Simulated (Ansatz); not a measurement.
# H5OPSSi: a ladder of functionals and wavefunction methods

The task here is to estimate one member of a computed series from the others.

Computed with Ansatz 0.2.0, Gaussian basis. Level: functionals in def2-TZVPP, the program's frozen cores in correlated methods.

Plan: LDA (SPW92), PBE-D4, revPBE-D4, BLYP-D4, r2SCAN-D4, B97M-V, PBE0-D4, B3LYP-D4, r2SCANh-D4, r2SCAN0-D4, HSE06-D4, BHLYP-D4, CAM-B3LYP-D4, LC-ωPBE, ωB97X-V, ωB97M-V, B2PLYP, PBE-QIDH; CCSD(T)/def2-SVP; CCSD(T)/def2-TZVPP; MP2/def2-QZVPP; extrapolation to the limit; RPA on PBE.

## The geometry

All runs share one geometry, relaxed beforehand with PBE0-D4 in a triple-zeta def2 set.

SMILES `O[SiH](P)S`, 9 atoms, charge 0, spin multiplicity 1.

Atoms are counted from 1 here; the program's logs count them from 0.

Bond lengths: O1–Si2 1.644 Å, O1–H5 0.959 Å, Si2–P3 2.249 Å, Si2–S4 2.137 Å, Si2–H6 1.480 Å, P3–H7 1.421 Å, P3–H8 1.420 Å, S4–H9 1.344 Å. Angles: Si2–O1–H5 117.1°, O1–Si2–P3 110.7°, O1–Si2–S4 113.4°, O1–Si2–H6 103.9°, P3–Si2–S4 103.4°, P3–Si2–H6 115.4°, S4–Si2–H6 110.3°, Si2–P3–H7 92.6°, Si2–P3–H8 93.1°, H7–P3–H8 93.9°, Si2–S4–H9 94.4°.

Set-up of the first run:

The input, in.yaml:

```yaml
crystal:
  periodic: [false, false, false]
  atoms:
    - {symbol: O, position_ang: [-1.618320, 0.583501, 0.529839]}
    - {symbol: Si, position_ang: [-0.037650, 0.212388, 0.272961]}
    - {symbol: P, position_ang: [0.151265, -1.703794, -0.889306]}
    - {symbol: S, position_ang: [0.981988, 1.637303, -0.950498]}
    - {symbol: H, position_ang: [-2.153068, 0.777617, -0.242749]}
    - {symbol: H, position_ang: [0.548543, 0.190434, 1.631561]}
    - {symbol: H, position_ang: [-0.291620, -2.488690, 0.208892]}
    - {symbol: H, position_ang: [1.526143, -1.853909, -0.566992]}
    - {symbol: H, position_ang: [0.981319, 2.598850, -0.010911]}
basis:
  gaussian: {orbitals: def2-TZVPP}
hamiltonian: {xc: lda}
output: {orbitals: {seedname: orbitals}}
```

The run is started by

```sh
$ ansatz run in.yaml --threads 2 --pin off --events-out ev --progress --plain --max-ram 4352MiB
```

Steps of the session up to this table: LDA; PBE-D4 (GGA); revPBE-D4 (GGA); BLYP-D4 (GGA); r2SCAN-D4 (meta-GGA); B97M-V (meta-GGA); B3LYP-D4 (hybrid); r2SCANh-D4 (hybrid); r2SCAN0-D4 (hybrid); HSE06-D4 (hybrid); BHLYP-D4 (hybrid); CAM-B3LYP-D4 (range-separated); LC-ωPBE (range-separated); ωB97X-V (range-separated); ωB97M-V (range-separated); B2PLYP (double hybrid); PBE-QIDH (double hybrid).

One table of the session follows, with a row left open; its other results are not shown here.

It belongs to the step «Orbital energies across the functionals». 

| functional | HOMO (eV) | gap (eV) |
| --- | --- | --- |
| LDA (SPW92) | -6.59 | 5.42 |
| PBE-D4 | ? | ? |
| revPBE-D4 | -6.41 | 5.49 |
| BLYP-D4 | -6.28 | 5.37 |
| r2SCAN-D4 | -6.76 | 6.06 |
| B97M-V | -6.85 | 5.97 |
| PBE0-D4 | -7.65 | 7.53 |
| B3LYP-D4 | -7.42 | 7.04 |
| r2SCANh-D4 | -7.19 | 6.80 |
| r2SCAN0-D4 | -7.82 | 7.89 |
| HSE06-D4 | -7.25 | 6.75 |
| BHLYP-D4 | -8.65 | 9.37 |
| CAM-B3LYP-D4 | -8.92 | 9.79 |
| LC-ωPBE | -10.27 | 12.34 |
| ωB97X-V | -9.93 | 11.84 |
| ωB97M-V | -9.74 | 11.38 |

Q: Estimate the row for PBE-D4 from the others.

As computed: HOMO (eV): -6.46; gap (eV): 5.46. In the column «HOMO (eV)» it lies between LDA (SPW92) (-6.59) and revPBE-D4 (-6.41).
